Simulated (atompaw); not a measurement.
# Zn: generating and testing a PAW (atompaw) potential

Task: generate the file, and judge it by its logarithmic derivatives, its ghosts and its cutoff.

The numbers are computed with atompaw 4.2.0.5 (PBE, scalar-relativistic, spin-unpolarised reference atom).

## (1) The design

Typed settings, in words:

| Item | Value |
| --- | --- |
| element | zinc (Zn, Z = 30) |
| type | PAW |
| frozen core | [Ar] |
| valence charge | 12 |
| reference configuration | 3d10 4s2 4p0 |
| partial waves | 4s (bound): rc 3.00 bohr; 4s channel at 2.45 Ry: rc 3.00 bohr; 4p (bound, empty): rc 3.00 bohr; 4p channel at 3.6 Ry: rc 3.00 bohr; 3d (bound): rc 1.00 bohr; 3d channel at 1.2 Ry: rc 1.00 bohr |
| local potential | ultrasoft scheme with l = 3 at 0 Ry, radius 2.95 bohr |
| core correction | smooth core density matched at 1.85 bohr |
| augmentation charge | besselshape compensation charge, radius 2.80 bohr; PAW radius 3.00 bohr; waves and projectors: custom polynom gramschmidtortho |

The outer shells as boxes (Hund's rule for the drawing; the calculation is spin-unpolarised):

```
[Ar] core
3d [↑↓][↑↓][↑↓][↑↓][↑↓]
4s [↑↓]
4p [  ][  ][  ]
```

## (2) The generation run

Zn.input reads:

```
Zn 30
GGA-PBE scalarrelativistic loggrid 1500 logderivrange -3 5 201
4 4 3 0 0 0
4 1 0
0 0 0
c
c
c
v
c
c
v
v
2
3.00 2.80 2.95 1.85
y
2.45
n
y
3.6
n
y
1.2
n
custom polynom gramschmidtortho besselshape
3 0 ultrasoft
3.00
3.00
3.00
3.00
1.00
1.00
PWSCFOUT
UPFDX 0.0125d0 UPFXMIN -7.d0 UPFZMESH 30.d0
END
```

Command:

```bash
$ atompaw < Zn.input > Zn.log
```

Before running it: what results should come out? Wanted: cutoffs for 10 and 1 mRy, occupied levels; bound ghosts; largest phase difference near zero energy, channels read; lowest eigenvalue of the overlap; share of valence orbitals outside the PAW sphere; UPF file.

As calculated:

```
                                                quantity                     value
               cutoffs for 10 and 1 mRy, occupied levels         160 Ry and 260 Ry
                                            bound ghosts                none found
largest phase difference near zero energy, channels read                 0.002 rad
         lowest eigenvalue of the overlap (Bessel basis)                 0.255 (s)
        share of valence orbitals outside the PAW sphere  4s 31 %, 4p 71 %, 3d 1 %
                                                UPF file                   written
```

What this shows: The potential is very hard: the looser tolerance needs 160 Ry. The slowest occupied level is 3d: taken alone it needs 160 Ry to come within 1 mRy, against 6 Ry or less for 4s. No bound ghost shows below the valence levels. Near zero energy the phases of the channels with partial waves agree within 0.002 rad. These are tests on the free atom; a crystal test is still owed.
